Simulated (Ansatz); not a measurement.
# ClFH2SSn: small, medium and large basis sets

One table from this session's results is given with a row withheld; the runs are named, their logs left out.

Method: one geometry, several basis sets; program: Ansatz 0.2.0, Gaussian basis.

Plan: PBE0-D4/def2-SVP; ωB97M-V/def2-SVP; PBE0-D4/def2-QZVPP; ωB97M-V/def2-QZVPP; the functionals' def2-TZVPP values are taken from earlier runs.

## The relaxed structure

An earlier PBE0-D4 in a triple-zeta def2 set relaxation fixed the geometry. Sn takes the def2 core potential; no spin-orbit term is included.

SMILES `[F][SnH]([SH])[Cl]`, 6 atoms, charge 0, spin multiplicity 1.

Atoms are counted from 1 here; the program's logs count them from 0.

Bond lengths: F1–Sn2 1.911 Å, Sn2–S3 2.366 Å, Sn2–Cl4 2.307 Å, Sn2–H5 1.693 Å, S3–H6 1.345 Å. Angles: F1–Sn2–S3 108.3°, F1–Sn2–Cl4 102.9°, F1–Sn2–H5 107.5°, S3–Sn2–Cl4 109.8°, S3–Sn2–H5 115.2°, Cl4–Sn2–H5 112.3°, Sn2–S3–H6 92.0°.

Set-up of the first run:

The input, in.yaml:

```yaml
crystal:
  periodic: [false, false, false]
  atoms:
    - {symbol: F, position_ang: [-1.817070, 0.320640, -0.819224]}
    - {symbol: Sn, position_ang: [0.043977, -0.034279, -0.570848]}
    - {symbol: S, position_ang: [0.793988, 1.204167, 1.300798]}
    - {symbol: Cl, position_ang: [0.076842, -2.288117, -0.081180]}
    - {symbol: H, position_ang: [0.828378, 0.318379, -2.028884]}
    - {symbol: H, position_ang: [0.115984, 0.415208, 2.153137]}
basis:
  gaussian: {orbitals: def2-SVP}
hamiltonian: {xc: pbe0, dispersion: d4}
output: {orbitals: {seedname: orbitals}}
```

Among the steps run: PBE0-D4 in def2-SVP; ωB97M-V in def2-SVP; PBE0-D4 in def2-QZVPP; ωB97M-V in def2-QZVPP.

One of the session's tables, all rows but one given; the rest of the session is left out.

It belongs to the step «Density functionals: the series». 

```
functional       basis  HOMO (eV)  LUMO (eV)
   PBE0-D4    def2-SVP      -8.14      -1.66
   PBE0-D4  def2-TZVPP      -8.27      -1.88
   PBE0-D4  def2-QZVPP      -8.29      -1.93
   ωB97M-V    def2-SVP          ?          ?
   ωB97M-V  def2-TZVPP     -10.48       0.13
   ωB97M-V  def2-QZVPP     -10.51       0.00
```

Estimate the missing values for ωB97M-V, def2-SVP.

As computed: HOMO (eV): -10.31; LUMO (eV): 0.47. In the column «HOMO (eV)» it lies between ωB97M-V, def2-TZVPP (-10.48) and PBE0-D4, def2-QZVPP (-8.29).
